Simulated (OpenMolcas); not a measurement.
**singlet SnSiH4OF+ at 5 levels**

Aim: a comparison of 5 runs (HF/STO-3G, BLYP/def2-SVP, PBE0/def2-SVP, r2SCAN/def2-SVP, MP2/def2-SVP) of singlet SnSiH4OF+. 

Program for the calculation: OpenMolcas 26.06.

## 1. The molecule

SnSiH4OF+ has 8 atoms, charge +1, and is taken as a singlet. As SMILES of the parent species, `[F][SnH][O][SiH3]`. Geometry: relaxed at PBE0-D4/def2-TZVP. This is one conformer, not always the lowest. That shape belongs to the parent species and isn't relaxed for this state.

Bond lengths: F1–Sn2 1.929 Å, Sn2–O3 1.951 Å, O3–Si4 1.640 Å, Sn2–H5 1.742 Å, Si4–H6 1.486 Å, Si4–H7 1.486 Å, Si4–H8 1.489 Å. Angles: F1–Sn2–O3 102.1°, Sn2–O3–Si4 137.7°, F1–Sn2–H5 106.1°, O3–Sn2–H5 105.6°, O3–Si4–H6 108.6°, O3–Si4–H7 110.5°, O3–Si4–H8 111.0°, H6–Si4–H7 109.2°, H6–Si4–H8 108.8°, H7–Si4–H8 108.7°.

## 2. The energy at HF/STO-3G (run 1)

Contents of calc.inp:

```
* FH4OSiSn Hartree-Fock

&gateway
  baslib=$CurrDir
  coord
  8
  angstrom
  F       -1.607300       1.731700       1.020300
  Sn      -0.420700       1.874500      -0.493500
  O        0.210000       0.039300      -0.694400
  Si       0.713800      -1.182700       0.276900
  H       -1.435700       2.176300      -1.877100
  H        1.729100      -1.982100      -0.456700
  H       -0.427200      -2.061300       0.643600
  H        1.330300      -0.652900       1.525000
  basis=STO-3G
  group=NoSym

&seward

&scf
  charge=1
  thresholds=1e-10 1e-07 1e-07 1e-05
  prorbitals=1 1
```

The basis set STO-3G is read from a file made from the Basis Set Exchange's data (not shown).

Run with:

```sh
export MOLCAS_MEM=1860
pymolcas calc.inp > calc.log
```

Log:

```text
--- Start Module: gateway ---
[...]
--- Stop Module: gateway /rc=_RC_ALL_IS_WELL_ ---
--- Start Module: seward ---
[...]
      Basis functions           50
--- Stop Module: seward /rc=_RC_ALL_IS_WELL_ ---
--- Start Module: scf ---
[...]
       Convergence after  21 Iterations
[...]
::    Total SCF energy                              -6422.9086624339
[...]
      Total spin, S                                     0.0000000000
[...]
      Total electronic charge=   84.000000
      Total            charge=    1.000000
[...]
      Dipole Moment (debye):
      Origin of the operator (angstrom)=   -0.3020    1.1913   -0.2317
                   X=  2.0280E+00               Y=  2.9686E+00               Z= -8.1045E-01           Total=  3.6854E+00
      Center of Charge (angstrom)
[...]
--- Stop Module: scf /rc=_RC_ALL_IS_WELL_ ---
[...]
```

It took 2.1 s on 1 thread of Intel Xeon 6975P-C (Granite Rapids), shared host; peak memory 0.38 GiB.

## 3. A single-point energy at BLYP/def2-SVP (core potential) (run 2)

Contents of geom.xyz:

```xyz
8

F     -1.607300     1.731700     1.020300
Sn    -0.420700     1.874500    -0.493500
O      0.210000     0.039300    -0.694400
Si     0.713800    -1.182700     0.276900
H     -1.435700     2.176300    -1.877100
H      1.729100    -1.982100    -0.456700
H     -0.427200    -2.061300     0.643600
H      1.330300    -0.652900     1.525000
```

Contents of test.input:

```
* FH4OSiSn Kohn-Sham DFT
>>> EXPORT MOLCAS_PRINT=2

&GATEWAY
  BasLib = $CurrDir
  Coord = geom.xyz
  Basis = def2-SVP
  Group = NoSym

&SEWARD
  GridInput
  Grid=UltraFine
  End of Grid

&SCF
  Charge = 1
  KSDFT = BLYP
  Thresholds = 1e-10 1e-07 1e-07 1e-05
  PrOrbitals = 1 2
```

The basis set def2-SVP is read from a file made from the Basis Set Exchange's data (not shown).

Run with:

```sh
export MOLCAS_MEM=1860
pymolcas test.input > test.log
```

Log:

```text
--- Start Module: gateway ---
[...]
--- Stop Module: gateway /rc=_RC_ALL_IS_WELL_ ---
--- Start Module: seward ---
[...]
      Basis functions           92
--- Stop Module: seward /rc=_RC_ALL_IS_WELL_ ---
[...]
--- Start Module: scf ---
[...]
       Convergence after  31 Iterations
[...]
::    Total KS-DFT energy                            -680.6600122308
[...]
      Total spin, S                                     0.0000000000
[...]
      Total electronic charge=   56.000000
      Total            charge=    1.000000
[...]
      Dipole Moment (debye):
      Origin of the operator (angstrom)=   -0.3020    1.1913   -0.2317
                   X=  1.7186E+00               Y=  9.4005E-01               Z= -1.5163E+00           Total=  2.4772E+00
      Center of Charge (angstrom)
[...]
--- Stop Module: scf /rc=_RC_ALL_IS_WELL_ ---
[...]
```

It took 38 s on 1 thread of Intel Xeon 6975P-C (Granite Rapids), shared host; peak memory 0.5 GiB.

Runs 3 to 4 aren't shown in full; the table further down has their settings and results.

## 4. The energy at MP2/def2-SVP (core potential) (run 5)

Contents of run.input:

```
* FH4OSiSn MP2

&GATEWAY
  BasLib = $CurrDir
  Coord
  8
  angstrom
  F       -1.607300       1.731700       1.020300
  Sn      -0.420700       1.874500      -0.493500
  O        0.210000       0.039300      -0.694400
  Si       0.713800      -1.182700       0.276900
  H       -1.435700       2.176300      -1.877100
  H        1.729100      -1.982100      -0.456700
  H       -0.427200      -2.061300       0.643600
  H        1.330300      -0.652900       1.525000
  Basis = def2-SVP
  Group = NoSym

&SEWARD

&SCF
  Charge = 1
  Thresholds = 1e-10 1e-07 1e-07 1e-05
  PrOrbitals = 1 2

&MBPT2
  Frozen = 11
```

The basis set def2-SVP is read from a file made from the Basis Set Exchange's data (not shown).

Run with:

```sh
export MOLCAS_MEM=1860
pymolcas run.input > run.log
```

Log:

```text
--- Start Module: gateway ---
[...]
--- Stop Module: gateway /rc=_RC_ALL_IS_WELL_ ---
[...]
      Basis functions           92
[...]
--- Start Module: scf ---
[...]
       Convergence after  20 Iterations
[...]
::    Total SCF energy                               -678.3779006836
[...]
      Total spin, S                                     0.0000000000
[...]
      Total electronic charge=   56.000000
      Total            charge=    1.000000
[...]
      Dipole Moment (debye):
      Origin of the operator (angstrom)=   -0.3020    1.1913   -0.2317
                   X=  2.1131E+00               Y=  4.5761E+00               Z= -2.6726E+00           Total=  5.7052E+00
      Center of Charge (angstrom)
[...]
--- Stop Module: scf /rc=_RC_ALL_IS_WELL_ ---
[...]
--- Start Module: mbpt2 ---
[...]
WARNING!
Default frozen orbitals as non valence orbitals is overwritten by user input.
Default values:   4
[...]
       Reference weight ( Cref**2 )         =        0.84272
::    Total MBPT2 energy                             -678.9587810135
[...]
      Total MBPT2 calculations                           0.27      0.36
--- Stop Module: mbpt2 /rc=_RC_ALL_IS_WELL_ ---
[...]
```

Wall time 8.4 s (1 thread of Intel Xeon 6975P-C (Granite Rapids), shared host); peak memory 0.5 GiB.

## 5. Overview of the runs

```
run                             level  integration grid  frozen core orbitals   energy (Eh)  HOMO energy (eV)  LUMO energy (eV)  HOMO–LUMO gap (eV)  wall time
  1                         HF/STO-3G                 –                     –  -6422.908662            -14.12             -4.74                9.38      2.1 s
  2    BLYP/def2-SVP (core potential)         UltraFine                     –   -680.660012            -12.13            -11.58                0.54       38 s
  3    PBE0/def2-SVP (core potential)         UltraFine                     –   -680.424019            -13.38            -11.26                2.12       30 s
  4  r2SCAN/def2-SVP (core potential)         UltraFine                     –   -680.701258            -12.51            -11.82                0.70       51 s
  5     MP2/def2-SVP (core potential)                 –                    11   -678.958781            -16.34             -8.67                7.67      8.4 s
```

## 6. What came out

```
                                           quantity          value
                                run 5: total energy  -678.95878 Eh
         run 5: HOMO energy (Hartree–Fock orbitals)      -16.34 eV
         run 5: LUMO energy (Hartree–Fock orbitals)       -8.67 eV
       run 5: HOMO–LUMO gap (Hartree–Fock orbitals)        7.67 eV
run 5: correlation energy (11 core orbitals frozen)     -580.9 mEh
```

In words: Over runs 1, 2, 3, 4 the HOMO–LUMO gap runs from 0.54 eV (BLYP/def2-SVP) to 9.38 eV (HF/STO-3G). The two ends differ in method and basis and core potential. Totals of different functionals can't be ranked against each other. Some runs of one species differ in core potentials or relativity; totals across that change don't compare. In run 1 the basis is minimal, so the values are rough. In run 1 relativity is left out where basis or elements ask for it. All runs together took 2.2 min, the longest 51 s.
